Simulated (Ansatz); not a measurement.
# GeN2H (sextet): wave-function methods side by side, cc-pVDZ

An exercise on one series of results from a longer session: the logs are not shown, and one member is left open.

Computed with Ansatz 0.2.0, Gaussian basis. Level: cc-pVDZ, core rule «outside noble gas», up to 16 orbitals frozen.

To be run: UHF; CCSD(T) on ROHF; CCSD(T) on UHF; BCCD(T) on ROHF; CISD; CCSDT(Q) on ROHF; CCSDT(Q) on UHF.

36 further runs of the same task are left out: 5 for a known fault of the program, 14 that didn't finish, 17 set aside as unsound or not needed.

## The geometry

The geometry is a PBE0/def2-TZVP stationary point (not a proven minimum) of the parent state, kept for this charge and spin. No spin-orbit coupling is included. The filled d shell of Ge may be among the frozen orbitals whatever the setting's name suggests; the logs give the count.

4 atoms, charge 0, spin multiplicity 6.

Atoms are counted from 1 here; the program's logs count them from 0.

Bond lengths: Ge1–N2 1.956 Å, N2–N3 1.244 Å, N2–H4 1.030 Å. Angles: Ge1–N2–N3 132.1°, Ge1–N2–H4 113.3°, N3–N2–H4 114.6°.

Set-up of the first run:

in.yaml reads:

```yaml
crystal:
  periodic: [false, false, false]
  atoms:
    - {symbol: Ge, position_ang: [0.000000, -0.021938, 0.687166]}
    - {symbol: N, position_ang: [0.000000, 0.374628, -1.228580]}
    - {symbol: N, position_ang: [0.000000, -0.360400, -2.231759]}
    - {symbol: H, position_ang: [0.000000, 1.383317, -1.436414]}
basis:
  gaussian: {orbitals: cc-pVDZ}
magnetization: {spin_polarized: true, initial_magnetization: 5}
hamiltonian: {xc: hf}
output: {orbitals: {seedname: orbitals}}
```

On the command line:

```
$ ansatz run in.yaml --threads 1 --pin off --events-out ev --progress --plain --max-ram 2393MiB
```

Steps of the session up to this table: UHF; CCSD(T) on ROHF; CCSD(T) on UHF; BCCD(T) on ROHF; CISD; CCSDT(Q) on ROHF; CCSDT(Q) on UHF.

One of the session's tables, all rows but one given; the rest of the session is left out.

```
   method  from RCCSDT(Q) (kJ/mol)
     ROHF                   +930.0
      UHF                   +898.3
     RMP2                        ?
     UMP2                   +105.1
    RCCSD                    +32.3
    UCCSD                    +29.1
 RCCSD(T)                     +5.1
 UCCSD(T)                     +2.8
  BCCD(T)                     +4.9
   RCCSDT                     +2.4
   UCCSDT                      0.0
RCCSDT(Q)                        0
UCCSDT(Q)                     -2.5
```

**Question.** Estimate the row for RMP2.

**Answer.** from RCCSDT(Q) (kJ/mol): +102.3. In the column «from RCCSDT(Q) (kJ/mol)» it lies between RCCSD (+32.3) and UMP2 (+105.1).

Not comparable, so not listed: CISD (they don't share determinant, frozen orbitals or solution with the rows shown, or repeat one).

Limits of these values: Restricted and unrestricted rows rest on different reference determinants; where their highest levels disagree by more than a few hundredths of an eV, they describe different states and don't form one ladder.
